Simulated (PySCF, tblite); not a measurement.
**C₅H₅F₃Si: geometry, infrared bands and NMR shifts**

Aim: predict the infrared bands and NMR shifts of C₅H₅F₃Si (`C#CC(=C)[SiH2]C(F)(F)F`).

Programs: tblite 0.8.0 and PySCF 2.14.0, with density-fitted response routines of our own. Each step states its level of theory. These are calculated values for one molecule in the gas phase, unless marked as measured. Atoms are numbered from 0 throughout.

### 1 The molecule as given

14 atoms, charge 0, multiplicity 1; geometry from: force field or distance geometry start.

Bonds of the start (Å): C0–C1 1.23, C1–C2 1.42, C2–C3 1.32, C2–Si4 1.84, Si4–C5 1.86, C5–F6 1.38, C5–F7 1.39, C5–F8 1.38, C0–H9 1.05, C3–H10 1.06, C3–H11 1.08, Si4–H12 1.48, Si4–H13 1.46.

### 2 Relaxing the molecule with GFN2-xTB

What the job is given:

```
{"job": {"kind": "relax", "xc": "GFN2-xTB", "basis": "xTB"}, "charge": 0, "multiplicity": 1}
C      3.017300    -0.943300    -0.736900
C      1.977800    -0.364800    -0.412100
C      0.788800     0.315300    -0.023200
C      0.885500     1.330900     0.818900
Si    -0.813900    -0.238400    -0.743000
C     -2.189500    -0.320900     0.499800
F     -3.026200    -1.342400     0.106700
F     -1.719600    -0.507200     1.798900
F     -2.932300     0.836100     0.479600
H      3.899700    -1.423000    -1.027200
H      0.074000     1.912600     1.185100
H      1.878300     1.558400     1.190800
H     -0.647200    -1.554100    -1.396300
H     -1.193400     0.740300    -1.763100
```

Command:

```console
> OMP_NUM_THREADS=1 python probes_run.py task.json out
```

One launch serves the whole session: the jobs run in the order shown.

**Question.** This job is followed by: GFN2-xTB harmonic vibrations, gas phase; GIAO PBE0/pcSseg-1 NMR shielding, non-relativistic, gas phase. Predict these results of the whole session: strongest single infrared mode (GFN2-xTB); zero-point energy (GFN2-xTB); 13C shifts against TMS (PBE0/pcSseg-1); 1H shifts against TMS (PBE0/pcSseg-1, means over atoms taken as alike); 29Si shifts against TMS (PBE0/pcSseg-1); 19F shifts against CFCl3 (PBE0/pcSseg-1, means over atoms taken as alike); surface potential, 1st and 99th percentile.

**Answer**, as computed:

| quantity | value |
| --- | --- |
| strongest single infrared mode (GFN2-xTB) | 2295 cm⁻¹, 367 km/mol |
| zero-point energy (GFN2-xTB) | 49.8 kcal/mol |
| 13C shifts against TMS (PBE0/pcSseg-1) | 156.4, 139.5, 124.4, 92.5, 87.0 ppm |
| 1H shifts against TMS (PBE0/pcSseg-1, means over atoms taken as alike) | 7.05, 6.82, 4.58, 3.04 ppm |
| 29Si shifts against TMS (PBE0/pcSseg-1) | -50.6 ppm |
| 19F shifts against CFCl3 (PBE0/pcSseg-1, means over atoms taken as alike) | -69.7 ppm |
| surface potential, 1st and 99th percentile | -0.64 V and 1.54 V |

**Reading.** Relaxing lowered the energy by 0.479 eV in 140 steps; the close pair that moved most is Si4–C5, from 1.856 to 1.950 Å. All 36 modes are real, so the xTB geometry is a minimum. The strongest single mode, at 2295 cm⁻¹, moves mainly H13 and H12. Unscaled tight-binding wavenumbers are off by several per cent, some by more. Its intensities can rank the bands wrongly. The most deshielded carbon is C3 (terminal =CH2 carbon), at 156.4 ppm: an sp2 carbon of a C=C bond. At PBE0/pcSseg-1: The widest tensor belongs to C1: span 304 ppm, with a paramagnetic part of -150 ppm. At PBE0/pcSseg-1, counted by nearest atom on the grid, the HOMO lies on C0 31 %; C3 24 %, the LUMO on C3 31 %; C2 23 %.
